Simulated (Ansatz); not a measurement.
# BClFH5Si: the cost of one run

Method: RKS PBE0/def2-SVP, in Ansatz 0.2.0.

**1. The starting structure**

Bond lengths: B1–Cl3 1.860 Å, B1–F4 1.320 Å, B1–Si5 2.250 Å, Si5–H6 1.460 Å, Si5–H7 1.460 Å, Si5–H8 1.460 Å, Si5–H9 1.594 Å. Angles: Cl3–B1–F4 120.0°, Cl3–B1–Si5 88.6°, F4–B1–Si5 109.9°, B1–Si5–H6 109.5°, B1–Si5–H7 109.5°, B1–Si5–H8 109.5°, B1–Si5–H9 55.9°, H6–Si5–H7 109.4°, H6–Si5–H8 109.4°, H6–Si5–H9 130.9°, H7–Si5–H8 109.4°, H7–Si5–H9 119.7°, H8–Si5–H9 53.9°.

As a file:

```xyz
9

B     0.0000    0.0000    0.0000
H     0.0000    0.0000    1.5400
Cl    1.6108    0.0000   -0.9300
F    -1.1431    0.0000   -0.6600
Si    0.4732   -2.0821    0.7095
H    -0.4416   -3.0308    0.0812
H     1.8470   -2.4197    0.3481
H     0.3219   -2.1489    2.1601
H     0.1933   -0.8503    1.6809
```

**2. Pulling towards end A**

Springs on the bonds that form and break draw the guess towards this end; the thresholds are loose.

File input.yaml:

```yaml
crystal:
  periodic: [false, false, false]
  atoms:
    - { symbol: B, position_ang: [0.0, 0.0, 0.0] }
    - { symbol: H, position_ang: [0.0, 0.0, 1.54] }
    - { symbol: Cl, position_ang: [1.6108, 0.0, -0.93] }
    - { symbol: F, position_ang: [-1.1431, 0.0, -0.66] }
    - { symbol: Si, position_ang: [0.4732, -2.0821, 0.7095] }
    - { symbol: H, position_ang: [-0.4416, -3.0308, 0.0812] }
    - { symbol: H, position_ang: [1.847, -2.4197, 0.3481] }
    - { symbol: H, position_ang: [0.3219, -2.1489, 2.1601] }
    - { symbol: H, position_ang: [0.1933, -0.8503, 1.6809] }
basis:
  gaussian: { orbitals: def2-SVP }
hamiltonian:
  xc: pbe0
relax:
  f_tol: 0.15
  max_steps: 25
  restrain:
    - { distance: [0, 4], at: 3.15, k: 30.0 }
    - { distance: [8, 1], at: 1.86, k: 30.0 }
    - { distance: [0, 1], at: 1.19, k: 30.0 }
    - { distance: [8, 4], at: 1.46, k: 30.0 }
output:
  orbitals: {}
```

Command:

```sh
> ansatz run input.yaml --threads 2 --pin off --max-ram 3072MiB --backend cpu --events-out ev --progress --plain --runs-dir out
```

Q: Estimate wall time and peak memory on 2 threads of Intel Xeon Platinum 8488C (Sapphire Rapids), shared host.

About 24 s, with a peak of 0.2 GiB.
